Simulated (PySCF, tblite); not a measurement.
# C₆H₈B₂: geometry, infrared bands and NMR shifts

Wanted: the infrared bands and NMR shifts of C₆H₈B₂ (`BC#CC#CCBC`), by calculation.

The runs use tblite 0.8.0 and PySCF 2.14.0, with density-fitted response routines of our own; the level of theory stands in each step. All values are computed, except where a source is named. Atoms count from 0, in the outputs and in this text.

**1. The molecule as given**

16 atoms, charge 0, multiplicity 1; geometry from: force field or distance geometry start.

Bonds of the start (Å): B0–C1 1.55, C1–C2 1.19, C2–C3 1.44, C3–C4 1.22, C4–C5 1.45, C5–B6 1.58, B6–C7 1.58, B0–H8 1.18, B0–H9 1.18, C5–H10 1.11, C5–H11 1.13, B6–H12 1.21, C7–H13 1.10, C7–H14 1.12, C7–H15 1.14.

**2. Relaxing the molecule with GFN2-xTB**

The job: settings as JSON, then the geometry in Å.

```
{"job": {"kind": "relax", "xc": "GFN2-xTB", "basis": "xTB"}, "charge": 0, "multiplicity": 1}
B      4.796100     0.743800     0.881500
C      3.349200     0.262900     0.584100
C      2.238100    -0.116700     0.372000
C      0.903400    -0.550400     0.070600
C     -0.227300    -0.933200    -0.180600
C     -1.559400    -1.385400    -0.525300
B     -2.620200    -0.507700     0.253200
C     -2.576700     1.069100     0.366100
H      5.690100    -0.016300     0.970500
H      5.048700     1.835400     0.514400
H     -1.756900    -1.292400    -1.610400
H     -1.702800    -2.469800    -0.238900
H     -3.721700    -1.001300     0.300600
H     -1.709100     1.428000     0.946400
H     -2.663500     1.586500    -0.618500
H     -3.495600     1.356200     0.972800
```

The run is started by

```bash
> OMP_NUM_THREADS=1 python probes_run.py task.json out
```

One launch serves the whole session: the jobs run in the order shown.

**Question.** This job is followed by: GFN2-xTB harmonic vibrations, gas phase; GIAO PBE0/pcSseg-1 NMR shielding, non-relativistic, gas phase. Predict these results of the whole session: strongest single infrared mode (GFN2-xTB); zero-point energy (GFN2-xTB); 13C shifts against TMS (PBE0/pcSseg-1); 1H shifts against TMS (PBE0/pcSseg-1, means over atoms taken as alike); 11B shifts against BF3·OEt2 (PBE0/pcSseg-1).

The runs gave:

| quantity | value |
| --- | --- |
| strongest single infrared mode (GFN2-xTB) | 2306 cm⁻¹, 349 km/mol |
| zero-point energy (GFN2-xTB) | 71.1 kcal/mol |
| 13C shifts against TMS (PBE0/pcSseg-1) | 148.9, 122.9, 96.0, 74.5, 26.0, 15.5 ppm |
| 1H shifts against TMS (PBE0/pcSseg-1, means over atoms taken as alike) | 7.79, 6.69, 3.10, 1.36 ppm |
| 11B shifts against BF3·OEt2 (PBE0/pcSseg-1) | 87.8, 64.6 ppm |

What this shows: The optimisation took 145 steps and gained 0.721 eV; among the close pairs (by a distance rule), C2–C3 changed most, from 1.435 to 1.351 Å. All 42 modes are real, so the xTB geometry is a minimum. The strongest single mode, at 2306 cm⁻¹, moves mainly C3 and C4. Unscaled tight-binding wavenumbers are off by several per cent, some by more. Its intensities can rank the bands wrongly. At PBE0/pcSseg-1: Shielding is most anisotropic at C1 (span 309 ppm, paramagnetic term -171 ppm).
